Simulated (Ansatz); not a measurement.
# PdPt: how the settings move a single-point run

Aim: see which settings change the result for PdPt, by how much, and at what cost.

Method: reference: DFT, LDA, PAW with Ansatz's default frozen-core files, scalar-relativistic, in Ansatz 0.2.0.

### 1 Starting point

It takes space group R-3m (No. 166, trigonal). The conventional cell has a = 2.767 Å, b = 2.767 Å, c = 13.681 Å, α = 90.00°, β = 90.00°, γ = 120.00°. Pd (site symmetry -3m) has 6 Pd at 2.77 Å and 6 Pt at 2.78 Å as nearest neighbours. Pt (site symmetry -3m) is surrounded by 6 Pt at 2.77 Å and 6 Pd at 2.78 Å.

As a file:

```xyz
2
Lattice="1.3834 0.7987 4.5604 -1.3834 0.7987 4.5604 0.0000 -1.5974 4.5604" Properties=species:S:1:pos:R:3 pbc="T T T"
Pd    0.0000    0.0000    0.0000
Pt    0.0000    0.0000    6.8406
```

### 2 The reference run

Contents of input.yaml:

```yaml
crystal:
  lattice:
    - [1.3834012978, 0.7987071117, 4.5603668681]
    - [-1.3834012978, 0.7987071117, 4.5603668681]
    - [0.0, -1.5974142234, 4.5603668681]
  atoms:
    - { symbol: Pd, position: [0.0, 0.0, 0.0] }
    - { symbol: Pt, position: [0.5, 0.5, 0.5] }
kpoints:
  mp_grid: { grid: [12, 12, 12] }
scf:
  occupations: { method: fermi_dirac, width: 0.03 }
  lower_state_search: "off"
hamiltonian:
  xc: lda
  pseudopotentials: { kind: paw }
output:
  forces: true
  stress: true
  eigenvalues: true
  populations: true
  dos: { projected: true, de: 0.1, e_range: [-8, 5] }
  write_density: true
  write_potential: true
  elf: true
  volumetric_format: npy
```

Command:

```console
$ ansatz run input.yaml --threads 1 --pin off --max-ram 3072MiB --backend cpu --events-out ev --progress --plain --runs-dir out
```

### 3 Variant: mixing.algorithm broyden, mixing.beta 0.2, mixing.ndim 16, hubbard.sites [{species: Pd, l: d, u_eff: 4.0}], hubbard.double_counting amf

Changes to input.yaml since step 2:

```diff
@@ -13,2 +13,3 @@
   lower_state_search: "off"
+  mixing: { algorithm: broyden, beta: 0.2, ndim: 16 }
 hamiltonian:
@@ -16,2 +17,3 @@
   pseudopotentials: { kind: paw }
+  hubbard: { sites: [{ species: Pd, l: d, u_eff: 4.0 }], double_counting: amf }
 output:
@@ -21,6 +23 @@
   populations: true
-  dos: { projected: true, de: 0.1, e_range: [-8, 5] }
-  write_density: true
-  write_potential: true
-  elf: true
-  volumetric_format: npy
```

**Question.** What will these runs give? Wanted: for each run, ending; energy change; pressure; gap; force.

As calculated:

```csv
run,ending,energy change,pressure (GPa),gap (eV),force (eV/Å),cycles,time
reference,converged,0,-11.3,0.00,0.00,6,8.7 s
"1: mixing.algorithm broyden, mixing.beta 0.2, mixing.ndim 16, hubbard.sites [{species: Pd, l: d, u_eff: 4.0}], hubbard.double_counting amf",converged,-10.9 meV/atom (U changed: no physical gain or loss),-11.2,0.00,0.00,14,14 s
```

Times don't compare one to one where runs were asked for different outputs or read a saved state (see the inputs); cycles may leave out searches for a lower state.

Residual by cycle in the longest SCF loop of each run; runs are numbered as in the table. The quantity is the density residual dr2, in eV.

```csv
cycle,reference,run 1
1,0.0493,13.5
2,0.00666,3.43
3,1.6e-4,0.619
5,1.7e-6,0.00513
6,7.1e-8,0.00249
7,-,1.7e-4
8,-,9.0e-5
9,-,2.8e-5
10,-,3.8e-5
12,-,4.5e-6
13,-,5.4e-7
14,-,2.4e-9
```

What this shows: Changing the mixing and Hubbard U moves the energy by -10.9 meV/atom. The U term adds an energy of its own, so the shift says nothing about which run is better. A changed U is a change of model: its shifts are not errors of convergence.
